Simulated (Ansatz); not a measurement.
# C2H8OSeSn: up Jacob's ladder to CCSD(T)

The task here is to estimate one member of a computed series from the others.

The runs use Ansatz 0.2.0, Gaussian basis; functionals in def2-TZVPP, the program's frozen cores in correlated methods.

Levels to be run: PBE-D4, r2SCAN-D4, PBE0-D4, B3LYP-D4, ωB97X-V, ωB97M-V, B2PLYP; CCSD(T)/def2-TZVPP; MP2/def2-QZVPP; extrapolation to the limit.

## The relaxed structure

An earlier PBE0-D4 in a triple-zeta def2 set relaxation fixed the geometry. Sn takes the def2 core potential; no spin-orbit term is included.

SMILES `C[O][SnH]([CH3])[SeH]`, 13 atoms, charge 0, spin multiplicity 1.

Atoms are counted from 1 here; the program's logs count them from 0.

Bond lengths: C1–O2 1.403 Å, C1–H6 1.100 Å, C1–H7 1.100 Å, C1–H8 1.095 Å, O2–Sn3 1.971 Å, Sn3–C4 2.128 Å, Sn3–Se5 2.520 Å, Sn3–H9 1.714 Å, C4–H10 1.090 Å, C4–H11 1.090 Å, C4–H12 1.090 Å, Se5–H13 1.468 Å. Angles: O2–C1–H6 112.4°, O2–C1–H7 113.0°, O2–C1–H8 108.5°, H6–C1–H7 107.7°, H6–C1–H8 107.6°, H7–C1–H8 107.5°, C1–O2–Sn3 119.6°, O2–Sn3–C4 108.5°, O2–Sn3–Se5 106.3°, O2–Sn3–H9 105.0°, C4–Sn3–Se5 108.0°, C4–Sn3–H9 116.4°, Se5–Sn3–H9 112.1°, Sn3–C4–H10 108.9°, Sn3–C4–H11 110.2°, Sn3–C4–H12 109.5°, H10–C4–H11 109.6°, H10–C4–H12 109.3° and more.

Set-up of the first run:

Input file in.yaml:

```yaml
crystal:
  periodic: [false, false, false]
  atoms:
    - {symbol: C, position_ang: [-0.478809, -2.155876, -0.423289]}
    - {symbol: O, position_ang: [-0.745061, -1.053804, 0.402534]}
    - {symbol: Sn, position_ang: [0.480432, 0.490123, 0.389781]}
    - {symbol: C, position_ang: [-0.307994, 1.965482, -0.925454]}
    - {symbol: Se, position_ang: [0.452159, 1.432718, 2.726386]}
    - {symbol: H, position_ang: [-0.713087, -1.954921, -1.478581]}
    - {symbol: H, position_ang: [0.568630, -2.488495, -0.371464]}
    - {symbol: H, position_ang: [-1.106104, -2.991880, -0.098275]}
    - {symbol: H, position_ang: [2.010463, -0.161782, -0.025386]}
    - {symbol: H, position_ang: [-1.316194, 2.222653, -0.602172]}
    - {symbol: H, position_ang: [0.319097, 2.856637, -0.909220]}
    - {symbol: H, position_ang: [-0.345566, 1.566182, -1.939055]}
    - {symbol: H, position_ang: [1.182045, 0.272952, 3.254186]}
basis:
  gaussian: {orbitals: def2-TZVPP}
hamiltonian: {xc: pbe, dispersion: d4}
output: {forces: true, orbitals: {seedname: orbitals}}
```

Started as:

```
$ ansatz run in.yaml --threads 2 --pin off --events-out ev --progress --plain --max-ram 22528MiB --backend cuda --devices 0, --max-vram 18GiB
```

Steps of the session up to this table: PBE-D4 (GGA); r2SCAN-D4 (meta-GGA); PBE0-D4 (hybrid); B3LYP-D4 (hybrid); ωB97X-V (range-separated); ωB97M-V (range-separated); B2PLYP (double hybrid); CCSD(T) in def2-TZVPP; MP2 in def2-QZVPP.

One table of the session follows, with a row left open; its other results are not shown here.

It belongs to the step «Atomisation energies». 

```
            method  atomisation energy (kcal/mol)
            PBE-D4                         1049.0
         r2SCAN-D4                         1036.8
           PBE0-D4                         1032.0
          B3LYP-D4                         1032.6
           ωB97X-V                         1039.7
           ωB97M-V                         1034.0
            B2PLYP                         1020.9
     HF/def2-TZVPP                              ?
    MP2/def2-TZVPP                         1019.2
   CCSD/def2-TZVPP                          997.7
CCSD(T)/def2-TZVPP                         1013.6
           MP2/CBS                         1049.6
       CCSD(T)/CBS                         1044.0
```

Estimate the missing values for HF/def2-TZVPP.

As computed: atomisation energy (kcal/mol): 739.0. In the column «atomisation energy (kcal/mol)» it is the lowest.
